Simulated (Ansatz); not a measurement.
# In3Se under changes of volume

One of the cells (27.713 Å³/atom); the others are scaled copies at fixed shape and fractional positions:

```
In Se
1.0
     4.80376    0.00000    0.00000
     0.00000    4.80376    0.00000
     0.00000    0.00000    4.80376
In Se
3 1
Direct
  0.50000 0.50000 0.00000
  0.50000 0.00000 0.50000
  0.00000 0.50000 0.50000
  0.00000 0.00000 0.00000
```

The cell comes from a database or a generator and needn't be the stable form of this composition.

```yaml
Program: Ansatz 0.2.0
Functional: PBE
Potentials_or_basis: Ansatz PAW
Cutoff: "420 eV (not typed: the program's choice for these potentials)"
k_mesh: 6 × 6 × 6
Occupations: fermi-dirac, width 0.05 eV
Spin: no spin polarisation
```

```csv
volume (Å³/atom),energy over the lowest point (meV/atom),pressure (GPa)
26.050,8.28,2.1
26.604,2.80,1.2
27.159,0.16,0.4
27.713,0.00,-0.3
28.267,2.02,-0.9
28.822,?,?
29.376,11.75,-1.9
```

Task: What does the run at 28.822 Å³/atom give?

Result: Energy over the lowest point 6.00 meV/atom; pressure -1.4 GPa.

Worked out: A Birch-Murnaghan fit of order 3 (a polynomial in V^(-2/3)) to the other rows has its minimum at 27.47 Å³/atom with B0 = V·E''(V) = 33 GPa and B' = 5.0. It gives 6.03 meV/atom at 28.822 Å³/atom, against the run's 6.00, and -dE/dV = -1.4 GPa, against -1.4.

Energies are extrapolated to zero smearing.
